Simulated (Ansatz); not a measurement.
**BeBH (triplet): the correlation ladder at angle Be2–B1–H3 = 136.0°, 6-31G**

Aim: climb from Hartree-Fock through coupled cluster and multireference methods for BeBH (triplet) at one geometry and basis, and see what each rung misses.

Method: 6-31G, core rule «outside noble gas», up to 2 orbitals frozen; program: Ansatz 0.2.0, Gaussian basis.

Plan: UHF; CCSD(T) on ROHF; CCSD(T) on UHF; BCCD(T) on ROHF; CISD; CCSDT(Q) on ROHF; CCSDT(Q) on UHF; CCSDTQ on ROHF; CCSDTQ on UHF; CASSCF and MRCISD+Q, 4 electrons in 4 orbitals; CASSCF and NEVPT2, 4 electrons in 4 orbitals; CASSCF and MRCISD+Q, 6 electrons in 9 orbitals; CASSCF and MRCISD+Q(relaxed), 6 electrons in 9 orbitals; CASSCF and NEVPT2, 6 electrons in 9 orbitals; Full CI.

11 further runs of the same task are left out: 7 that didn't finish, 4 set aside as unsound or not needed.

**1. What is computed**

The geometry derives from a PBE0/def2-TZVP stationary point (not a proven minimum). One angle is set to the value named; bond lengths are kept.

3 atoms, charge 0, spin multiplicity 3.

Atoms are counted from 1 here; the program's logs count them from 0.

Bond lengths: B1–Be2 1.813 Å, B1–H3 1.189 Å. Angles: Be2–B1–H3 136.0°.

**2. UHF**

File in.yaml:

```yaml
crystal:
  periodic: [false, false, false]
  atoms:
    - {symbol: B, position_ang: [-0.315355, 0.000000, 0.673811]}
    - {symbol: Be, position_ang: [0.363737, 0.000000, -1.007000]}
    - {symbol: H, position_ang: [0.130201, 0.000000, 1.776598]}
basis:
  gaussian: {orbitals: 6-31G}
magnetization: {spin_polarized: true, initial_magnetization: 2}
hamiltonian: {xc: hf}
output: {orbitals: {seedname: orbitals}}
```

Command:

```console
> ansatz run in.yaml --threads 1 --pin off --events-out ev --progress --plain --max-ram 2393MiB
```

Further steps of the session: CCSD(T) on ROHF; CCSD(T) on UHF; BCCD(T) on ROHF; CISD; CCSDT(Q) on ROHF; CCSDT(Q) on UHF; CCSDTQ on ROHF; CCSDTQ on UHF; CASSCF and MRCISD+Q, 4 electrons in 4 orbitals; CASSCF and NEVPT2, 4 electrons in 4 orbitals; CASSCF and MRCISD+Q, 6 electrons in 9 orbitals; CASSCF and MRCISD+Q(relaxed), 6 electrons in 9 orbitals; CASSCF and NEVPT2, 6 electrons in 9 orbitals; Full CI.

Before running them: what should the planned runs give, taken together? Wanted: FCI from the RHF energy; RMP2 from FCI; UMP2 from FCI; RCCSD from FCI; RCCSD(T) from FCI; UCCSD(T) from FCI; RCCSDT(Q) from FCI; UCCSDT(Q) from FCI; NEVPT2 pair from FCI.

The runs gave:

| quantity | value |
| --- | --- |
| FCI from the ROHF energy | -1.8299 eV |
| RMP2 from FCI | +56.4 kJ/mol |
| UMP2 from FCI | +55.1 kJ/mol |
| RCCSD from FCI | +5.5 kJ/mol |
| RCCSD(T) from FCI | +1.8 kJ/mol |
| UCCSD(T) from FCI | +1.8 kJ/mol |
| RCCSDT(Q) from FCI | 0.0 kJ/mol |
| UCCSDT(Q) from FCI | 0.0 kJ/mol |
| NEVPT2 pair from FCI | +50.2 kJ/mol |
| MRCISD+Q pair from FCI | +0.7 kJ/mol |
| NEVPT2 valence from FCI | +14.0 kJ/mol |
| levels within 1 kcal/mol (43 meV) | RCCSD(T), UCCSD(T), BCCD(T), RCCSDT, UCCSDT, RCCSDT(Q), UCCSDT(Q), RCCSDTQ, UCCSDTQ, MRCISD+Q pair, MRCISD valence, MRCISD+Q valence, MRCISD+Q(relaxed) valence |
| T1 diagnostic | 0.028 |
| effectively unpaired electrons | 2.03 |

RCCSD(T) misses by +1.8 kJ/mol, 1.0 % of the correlation energy. MRCISD+Q(relaxed) valence falls below full CI: the +Q correction isn't variational, and the cores differ from full CI's. One determinant dominates. Of the multireference levels listed MRCISD+Q(relaxed) valence comes nearest in total energy (-0.2 kJ/mol), which doesn't show that its space is the better one. These misses are within one basis, not against nature; the frozen cores of restricted and unrestricted runs differ, which can shift their rows.

Levels on UHF freeze UHF's core orbitals, full CI those of ROHF, so the U rows can settle a little off it for that reason alone.

With open shells the CI space here admits some triples and quadruples, so it is larger than plain CISD.
